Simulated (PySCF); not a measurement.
# AlCl2F (SMILES [F][Al]([Cl])[Cl]): levels of theory compared

We compute a comparison of 6 runs (HF/STO-3G, BLYP/def2-SVPD, PBE/def2-SVPD, SVWN5/def2-SVPD, TPSS/def2-SVPD, r2SCAN/def2-SVPD) of AlCl2F. Input form: a Python script.

The results are computed with PySCF 2.14.0.

2 further runs of the same task are left out: 2 set aside as unsound or not needed.

### 1 Starting point

AlCl2F: 4 atoms, total charge 0, spin state singlet. As SMILES, `[F][Al]([Cl])[Cl]`. Geometry: relaxed at PBE0-D4/def2-TZVP.

Bond lengths: F1–Al2 1.633 Å, Al2–Cl3 2.065 Å, Al2–Cl4 2.065 Å. Angles: F1–Al2–Cl3 119.2°, F1–Al2–Cl4 119.2°, Cl3–Al2–Cl4 121.5°.

### 2 A single-point energy at HF/STO-3G (run 1)

Input file input.xyz:

```xyz
4

F      0.087420     0.388220     1.682350
Al     0.004800     0.021530     0.093600
Cl     1.223040    -1.463690    -0.663450
Cl    -1.315270     1.053930    -1.112510
```

Input file input.py:

```python
from pyscf import gto, scf

system = gto.Mole()
system.atom = 'input.xyz'
system.basis = 'sto-3g'
system.max_memory = 1860
system.verbose = 3
system.build()

mf = scf.RHF(system)
mf.conv_tol = 1e-10
mf.kernel()
if not mf.converged:
    mf = mf.newton().run(mf.mo_coeff, mf.mo_occ)

e_tot = mf.e_tot
print('E(%s) = %.9f' % ('HF', e_tot))
```

Started as:

```
OMP_NUM_THREADS=1 python input.py
```

Standard output:

```text
converged SCF energy = -1246.44140070819
E(HF) = -1246.441400708
```

It took 0.54 s on 1 thread of Arm Neoverse V2, shared host; peak memory 0.1 GiB.

### 3 A single-point energy at BLYP/def2-SVPD (run 2)

Input file input.py:

```python
from pyscf import gto, dft

molecule = gto.M(
    atom=[
    ('F', (0.087420, 0.388220, 1.682350)),
    ('Al', (0.004800, 0.021530, 0.093600)),
    ('Cl', (1.223040, -1.463690, -0.663450)),
    ('Cl', (-1.315270, 1.053930, -1.112510)),
],
    verbose=4,
    max_memory=1860,
    basis='def2-svpd',
)

ks = dft.RKS(molecule)
ks.xc = 'blyp'
ks.grids.level = 5
ks.conv_tol = 1e-10
ks.kernel()
if not ks.converged:
    ks = ks.newton().run(ks.mo_coeff, ks.mo_occ)

e_tot = ks.e_tot
print(f'total energy: {e_tot:.8f} hartree')
```

Started as:

```
OMP_NUM_THREADS=1 python input.py
```

Standard output:

```text
PySCF version 2.14.0

[... 74 lines left out ...]
converged SCF energy = -1262.45241463767
total energy: -1262.45241464 hartree
```

It took 13 s on 1 thread of Arm Neoverse V2, shared host; peak memory 0.52 GiB.

Runs 3 to 5 aren't shown in full; the table further down has their settings and results.

### 4 The energy at r2SCAN/def2-SVPD (run 6)

Input file run.py:

```python
# [F][Al]([Cl])[Cl]
from pyscf import gto, dft

system = gto.M(
    atom='''
F    0.087420   0.388220   1.682350
Al   0.004800   0.021530   0.093600
Cl   1.223040  -1.463690  -0.663450
Cl  -1.315270   1.053930  -1.112510
''',
    verbose=3,
    max_memory=1860,
    basis='def2-svpd',
    spin=0,
)

calc0 = dft.RKS(system, xc='r2scan')
calc0.grids.level = 5
calc0.conv_tol = 1e-10
calc0.kernel()
if not calc0.converged:
    calc0 = calc0.newton().run(calc0.mo_coeff, calc0.mo_occ)

etot = calc0.e_tot
print('Final energy', etot)
```

Started as:

```
OMP_NUM_THREADS=1 python run.py
```

Standard output:

```text
converged SCF energy = -1262.34567353872
Final energy -1262.3456735387247
```

Wall time 26 s (1 thread of Arm Neoverse V2, shared host); peak memory 0.57 GiB.

### 5 All runs side by side

```csv
run,level,integration grid,energy (Eh),dipole moment (D),HOMO energy (eV),LUMO energy (eV),wall time
1,HF/STO-3G,–,-1246.441401,1.71,-10.71,7.12,0.54 s
2,BLYP/def2-SVPD,5,-1262.452415,0.49,-8.13,-2.33,13 s
3,PBE/def2-SVPD,5,-1261.855339,0.49,-8.32,-2.39,13 s
4,SVWN5/def2-SVPD,5,-1257.822863,0.53,-8.45,-2.62,8.1 s
5,TPSS/def2-SVPD,5,-1262.528446,0.41,-8.46,-2.17,27 s
6,r2SCAN/def2-SVPD,5,-1262.345674,0.44,-8.69,-1.87,26 s
```

### 6 Summary of results

```
            quantity           value
 run 6: total energy  -1262.34567 Eh
run 6: dipole moment          0.44 D
  run 6: HOMO energy        -8.69 eV
  run 6: LUMO energy        -1.87 eV
run 6: HOMO–LUMO gap         6.83 eV
```

The dipole moment (its size) runs from 0.41 D (TPSS/def2-SVPD) to 1.71 D (HF/STO-3G). The two ends differ in method and basis. The two dipoles point in opposite directions. The HOMO–LUMO gap runs from 5.80 eV (BLYP/def2-SVPD) to 17.83 eV (HF/STO-3G). Totals of different functionals can't be ranked against each other. In run 1 the basis is minimal, so the values are rough. All runs together took 88 s, the longest 27 s.
